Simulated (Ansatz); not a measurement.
**C2H3ClIInO: ionisation energy by level of theory**

Aim: the vertical ionisation energy of C2H3ClIInO, as cation minus neutral at the neutral's geometry, on several levels, and how well −ε(HOMO) stands in for it.

Computed with Ansatz 0.2.0, Gaussian basis. Level: unrestricted cation, the program's frozen cores in correlated methods.

Levels to be run: UKS PBE-D4/def2-TZVPP; UKS r2SCAN-D4/def2-TZVPP; UKS PBE0-D4/def2-TZVPP; UKS B3LYP-D4/def2-TZVPP; UKS wB97X-V/def2-TZVPP; UKS wB97M-V/def2-TZVPP; UKS B2PLYP/def2-TZVPP; UHF-CCSD(T)/def2-TZVPP; UHF-MP2/def2-QZVPP; extrapolation to the limit; then −ε(HOMO) from the neutral's earlier runs with LDA (SPW92), PBE-D4, revPBE-D4, BLYP-D4, r2SCAN-D4, B97M-V, PBE0-D4, B3LYP-D4, r2SCANh-D4, r2SCAN0-D4, HSE06-D4, BHLYP-D4, CAM-B3LYP-D4, LC-ωPBE, ωB97X-V, ωB97M-V.

## Step 1: Structure used throughout

All runs share one geometry, relaxed beforehand with PBE0-D4 in a triple-zeta def2 set. I, In take the def2 core potential; no spin-orbit term is included.

SMILES `C=[C](I)[In]([OH])[Cl]`, 9 atoms, charge 0, spin multiplicity 1.

Atoms are counted from 1 here; the program's logs count them from 0.

Bond lengths: C1–C2 1.326 Å, C1–H7 1.086 Å, C1–H8 1.087 Å, C2–I3 2.100 Å, C2–In4 2.123 Å, In4–O5 1.967 Å, In4–Cl6 2.319 Å, O5–H9 0.961 Å. Angles: C2–C1–H7 123.1°, C2–C1–H8 120.0°, H7–C1–H8 116.9°, C1–C2–I3 120.6°, C1–C2–In4 122.7°, I3–C2–In4 116.7°, C2–In4–O5 127.7°, C2–In4–Cl6 118.4°, O5–In4–Cl6 113.8°, In4–O5–H9 112.0°.

## Step 2: Cation, UKS PBE-D4/def2-TZVPP

Input file in.yaml:

```yaml
crystal:
  periodic: [false, false, false]
  atoms:
    - {symbol: C, position_ang: [0.763547, -1.573369, -0.758965]}
    - {symbol: C, position_ang: [0.602668, -0.615446, 0.143804]}
    - {symbol: I, position_ang: [1.774019, -0.579097, 1.886285]}
    - {symbol: In, position_ang: [-0.823331, 0.941370, -0.077913]}
    - {symbol: O, position_ang: [-1.186103, 2.426801, 1.158990]}
    - {symbol: Cl, position_ang: [-2.150333, 0.961105, -1.979492]}
    - {symbol: H, position_ang: [1.491094, -2.373214, -0.652624]}
    - {symbol: H, position_ang: [0.151081, -1.581846, -1.657413]}
    - {symbol: H, position_ang: [-0.622642, 2.393685, 1.937336]}
basis:
  gaussian: {orbitals: def2-TZVPP}
total_charge: 1
magnetization: {spin_polarized: true, initial_magnetization: 1}
hamiltonian: {xc: pbe, dispersion: d4}
```

Run with:

```
$ ansatz run in.yaml --threads 2 --pin off --events-out ev --progress --plain --max-ram 31744MiB --backend cuda --devices 0, --max-vram 18GiB
```

After this run come: Cation, UKS r2SCAN-D4/def2-TZVPP; Cation, UKS PBE0-D4/def2-TZVPP; Cation, UKS B3LYP-D4/def2-TZVPP; Cation, UKS wB97X-V/def2-TZVPP; Cation, UKS wB97M-V/def2-TZVPP; Cation, UKS B2PLYP (frozen core)/def2-TZVPP; Cation, UHF-CCSD(T)/def2-TZVPP; Cation, UHF-MP2/def2-QZVPP.

**Question.** What will the summary of the whole plan be? Wanted: ionisation energy, CCSD(T)/CBS; nearest functional by difference; nearest −ε(HOMO); −ε(HOMO) of PBE; T1 of the cation.

As calculated:

```
                        quantity               value
  ionisation energy, CCSD(T)/CBS             9.77 eV
nearest functional by difference  ωB97X-V (-0.17 eV)
                nearest −ε(HOMO)  ωB97X-V (-0.02 eV)
                 −ε(HOMO) of PBE             6.47 eV
                T1 of the cation               0.020
```

By cation minus neutral, the functionals miss by 0.65 eV at most. −ε(HOMO) of PBE misses by 3.3 eV, since self-interaction lifts the level. Among orbital estimates ωB97X-V comes nearest. Hartree-Fock falls 1.07 eV short, as the neutral has more correlation energy than the cation. Correlated methods include outer-core shells of I, In, which these sets cover unevenly. With outer-core shells in play the reference is unsure by up to some tenths of an eV, so close misses can't be ranked.
